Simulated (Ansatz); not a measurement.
## ClH2OSi, SMILES O[SiH]Cl: an atomisation energy, step by step

Computed with Ansatz's Python interface.

At the Python prompt:
```pycon
>>> from collections import Counter
>>> import ansatz as az
>>> def energy_of(molecule, charge=0, unpaired=0):
...     calc = molecule.calculation().basis(gaussian="cc-pVDZ").functional("hf")
...     if charge:
...         calc = calc.charge(charge)
...     if unpaired:
...         calc = calc.spin("collinear", total=unpaired)
...     report = calc.run().report
...     if report["published_state_doubts"]:
...         print("  doubts:", report["published_state_doubts"])
...     return report["free_energy_ev"]
...
>>> geometry_ang = [
...     ("O", (-0.84158, -0.39337, -0.65829)),
...     ("Si", (-0.06977, 0.52308, 0.44401)),
...     ("Cl", (1.56532, -0.48383, 1.13755)),
...     ("H", (-0.9389, -1.34061, -0.59407)),
...     ("H", (0.28493, 1.69473, -0.32919)),
... ]
>>> mol = az.Crystal.molecule()
>>> for symbol, xyz in geometry_ang:
...     mol = mol.atom(symbol, xyz)
...
>>> # unpaired electrons of the ground-state atoms
>>> unpaired = {"O": 2, "Si": 2, "Cl": 1, "H": 1}
>>> counts = Counter(site.symbol for site in mol.cartesian_sites)
>>> atom_energy = {s: energy_of(az.Crystal.molecule().atom(s, (0, 0, 0)), 0, unpaired[s]) for s in counts}

>>> whole = energy_of(mol, 0, 1)
>>> for s, e in atom_energy.items():
...     print(f"{s:2s} x{counts[s]}  {e:14.5f} eV")
...
O  x1     -2035.19852 eV
Si x1     -7860.01100 eV
Cl x1    -12502.84675 eV
H  x2       -13.58606 eV
>>> print(f"ClH2OSi: {whole:.5f} eV")
ClH2OSi: -22436.14104 eV
>>> split = sum(counts[s] * e for s, e in atom_energy.items()) - whole
>>> print(f"atomisation energy (no zero-point term): {96.485332 * split:.1f} kJ/mol, {split / sum(counts.values()):.3f} eV an atom")
atomisation energy (no zero-point term): 1052.9 kJ/mol, 2.183 eV an atom
```

1052.9 kJ/mol from the electronic energies, without the zero-point term.

What to keep in mind:
- Total energies depend on the basis set; only differences at equal settings carry meaning.
- The geometry is a force-field or estimated start, not a minimum of this method, and the basis set is short of its limit. All parts are taken at fixed geometry, without zero-point energy.
- The species is open-shell (spin multiplicity 2).
- Hartree-Fock leaves correlation out, so bond, atomisation and ionisation energies come out well too low.
- For Al to Cl the sets with a tight d function, cc-pV(X+d)Z, are usual.
- The whole script took 1.1 s on 1 thread of Arm Neoverse V2, on a shared host, peak memory 0.17 GiB.

(Lines on the test bed's own set-up are left out of the output.)
